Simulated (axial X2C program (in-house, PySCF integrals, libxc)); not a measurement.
# A two-component session on GeCl: properties at the nuclei

Aim: properties at the nuclei of GeCl, with spin–orbit coupling in the Hamiltonian from the start.

Method: two-component X2C with atomic mean-field terms, Ge dyall-cv3z, Cl dyall-av3z; program: an in-house X2C program for linear molecules on PySCF integrals.

All values are calculated.

### Step 1. Input

Contents of task.json:

```json
{"zs": [32, 17], "q": 0, "bas": ["dyall-cv3z", "dyall-av3z"], "r0": 2.2, "levels": ["PBE0", "HF", "r2SCAN", "B3LYP", "LDA"], "nst": 3}
```

Keys: zs atomic numbers; q charge; bas basis sets; r0 starting distance in Å; levels methods (HF also brings MP2); nst determinants followed.

Command:

```bash
python soeom.py task.json out
```

Nuclei are Gaussian, cores are contracted, and the Gaunt term is on.

### Step 2. Expectation values, lowest determinant

R = 2.183 Å. State: Ω = 1/2 (excess of +ω over −ω: ω = 1/2).

Output of the PBE0 run:

```text
two-component X2C + atomic mean field  PBE0
basis functions 170  fitting functions 923  grid points 5077
iter        total energy     max residual
   1      -2559.046574750     1.25e+00
   2      -2559.367512806     7.02e-03
   3      -2559.367614132     5.91e-03
   4      -2559.368036961     4.58e-04
   5      -2559.368040251     2.64e-04
   6      -2559.368041550     6.17e-05
   7      -2559.368041592     1.06e-05
   8      -2559.368041592     1.57e-06
converged
one-electron -3821.29649207  Coulomb 1239.03062512  exact exchange -26.53806255  xc functional -81.63724695  nuclear repulsion 131.87008829  atomic mean-field constant -0.79695343
```

The highest occupied spinor is 79% Ge p, 10% Cl p, 7% Cl d.

```
 level  Eeff magnitude (GV/cm)  Ws magnitude Ge (kHz)  A∥/gI Ge (MHz)  qzz Ge (a.u.)  A∥/gI Cl (MHz)  qzz Cl (a.u.)  μ (D)
  PBE0                   0.084                 0.0761            1550          -0.60             175           1.44  -1.80
    HF                   0.311                  0.273            1390          -0.73             117           1.51  -2.07
r2SCAN                    0.27                  0.243            1650          -0.55             173           1.37  -1.60
 B3LYP                 0.00475                 0.0119            1500          -0.55             175           1.39  -1.83
   LDA                  0.0452                  0.036            1550          -0.53             214           1.36  -1.60
```

Eeff is the effective electric field on the electron dipole moment in this Ω state and Ws the scalar–pseudoscalar constant (defined with the proton number Z and per Ω); A∥ is the parallel hyperfine constant, which follows by multiplying with the nuclear g factor gI = μI/(I μN); qzz is the electric field gradient, eQq0 = 234.96 MHz × Q/barn × qzz; μ is positive if Cl is the positive end. The operators were transformed with the bare-nucleus X2C matrices.

### Step 3. Expectation values, a higher determinant

R = 2.183 Å. State: Ω = 3/2 (excess of +ω over −ω: ω = 3/2), 0.13 eV above the lowest in the PBE0 search for states (made at or near this distance, with looser thresholds).

Output of the PBE0 run:

```text
two-component X2C + atomic mean field  PBE0
basis functions 170  fitting functions 923  grid points 5077
iter        total energy     max residual
   1      -2559.041904263     1.25e+00
   2      -2559.362886255     7.03e-03
   3      -2559.362987652     5.91e-03
   4      -2559.363411458     4.57e-04
   5      -2559.363414746     2.67e-04
   6      -2559.363416048     6.08e-05
   7      -2559.363416092     1.13e-05
   8      -2559.363416093     3.20e-06
converged
one-electron -3821.20403855  Coulomb 1238.94017530  exact exchange -26.53742431  xc functional -81.63526340  nuclear repulsion 131.87008829  atomic mean-field constant -0.79695343
```

The highest occupied spinor is 80% Ge p, 9% Cl p, 7% Cl d.

```
 level  Eeff magnitude (GV/cm)  Ws magnitude Ge (kHz)  A∥/gI Ge (MHz)  qzz Ge (a.u.)  A∥/gI Cl (MHz)  qzz Cl (a.u.)  μ (D)
  PBE0                   0.254                  0.071             214          -0.73            44.2           1.44  -1.77
    HF                   0.667                  0.189             245          -0.86            39.9           1.52  -2.04
r2SCAN                   0.415                   0.12             169          -0.67            57.1           1.36  -1.56
 B3LYP                    0.17                 0.0483             250          -0.68            44.1           1.39  -1.79
   LDA                   0.104                 0.0274             237          -0.66            47.3           1.35  -1.56
```

### Step 4. Results

| quantity | value |
| --- | --- |
| lowest determinant | Ω = 1/2 (excess of +ω over −ω: ω = 1/2) |
| Eeff magnitude (GV/cm), PBE0 | 0.084 |
| Ws magnitude Ge (kHz), PBE0 | 0.0761 |
| A∥/gI Ge (MHz), PBE0 | 1550 |
| qzz Ge (a.u.), PBE0 | -0.60 |
| higher determinant | Ω = 3/2 (excess of +ω over −ω: ω = 3/2) |
| Eeff magnitude (GV/cm), PBE0, higher determinant | 0.254 |
| Ws magnitude Ge (kHz), PBE0, higher determinant | 0.071 |
| A∥/gI Ge (MHz), PBE0, higher determinant | 214 |
| qzz Ge (a.u.), PBE0, higher determinant | -0.73 |

In words: In the first state, the effective field runs from 0.00475 to 0.311 GV/cm over the mean-field levels, so the levels don't agree on it. The expectation values come from single determinants, which for open shells can mix terms of unlike spin or miss the lowest Ω, so a determinant need not be a state. Eeff is the effective electric field on the electron dipole moment in this Ω state and Ws the scalar–pseudoscalar constant (defined with the proton number Z and per Ω); A∥ is the parallel hyperfine constant, which follows by multiplying with the nuclear g factor gI = μI/(I μN); qzz is the electric field gradient, eQq0 = 234.96 MHz × Q/barn × qzz; μ is positive if Cl is the positive end. The operators were transformed with the bare-nucleus X2C matrices.
